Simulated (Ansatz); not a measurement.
Write a Python script for Ansatz 0.2.0, Python API that makes an active-space calculation of AsH₃OSi, SMILES O1[SiH2][AsH]1. Use: SC-NEVPT2, def2-SVP basis, multiplicity 1.

```xyz
6

O     0.7422   -1.0753    0.1423
Si   -0.3385    0.0254   -0.7344
As   -0.2914   -0.3156    1.5345
H    -1.2789   -0.7186   -1.4799
H     0.4138    1.1833   -1.2555
H     0.7949    0.8367    1.7467
```

The script, `cas.py`:
```python
'''Active-space calculation on AsH3OSi.'''

from dataclasses import dataclass
import warnings

import ansatz as az


@dataclass(frozen=True)
class Settings:
    basis: str = 'def2-SVP'


cfg = Settings()

warnings.simplefilter('ignore', az.DeckWarning)

ash3osi = (
    az.Crystal.molecule()
    .atom('O', (0.7422, -1.0753, 0.1423))
    .atom('Si', (-0.3385, 0.0254, -0.7344))
    .atom('As', (-0.2914, -0.3156, 1.5345))
    .atom('H', (-1.2789, -0.7186, -1.4799))
    .atom('H', (0.4138, 1.1833, -1.2555))
    .atom('H', (0.7949, 0.8367, 1.7467))
)

calc = (
    ash3osi.calculation()
    .basis(gaussian=cfg.basis)
    .correlation(active_electrons=4, active_orbitals=5)
)
for method in ['sc_nevpt2']:
    rep = (calc if method is None else calc.correlation(method)).run(threads=1, pin='off').report
    space = rep['configurations']
    state = space['states'][0]
    print(method or 'casscf', f'total {rep["free_energy_ev"] / 27.211386246:.6f} Ha, active-space state {state["energy"]["hartree"]:.6f} Ha, mean field {rep["reference_energy_ev"] / 27.211386246:.6f} Ha')
    print('  determinants', state['n_determinants'], ' natural occupations', [round(n, 3) for n in space['natural_occupations']])
```

```console
$ python cas.py
sc_nevpt2 total -2599.785358 Ha, active-space state -2599.344147 Ha, mean field -2599.279742 Ha
  determinants 100  natural occupations [1.97, 1.959, 0.041, 0.029, 0.002]
```

Reading the output:
- Total energies depend on the basis set; only differences at equal settings carry meaning.
- The geometry is a force-field or estimated start, not a minimum of this method, and the basis set is short of its limit. The active space starts as a window about the frontier orbitals and is then optimised, not chosen by chemistry.
- Hardware and time: 15 s on 1 thread of Arm Neoverse V1 (shared host), peak memory 0.26 GiB.
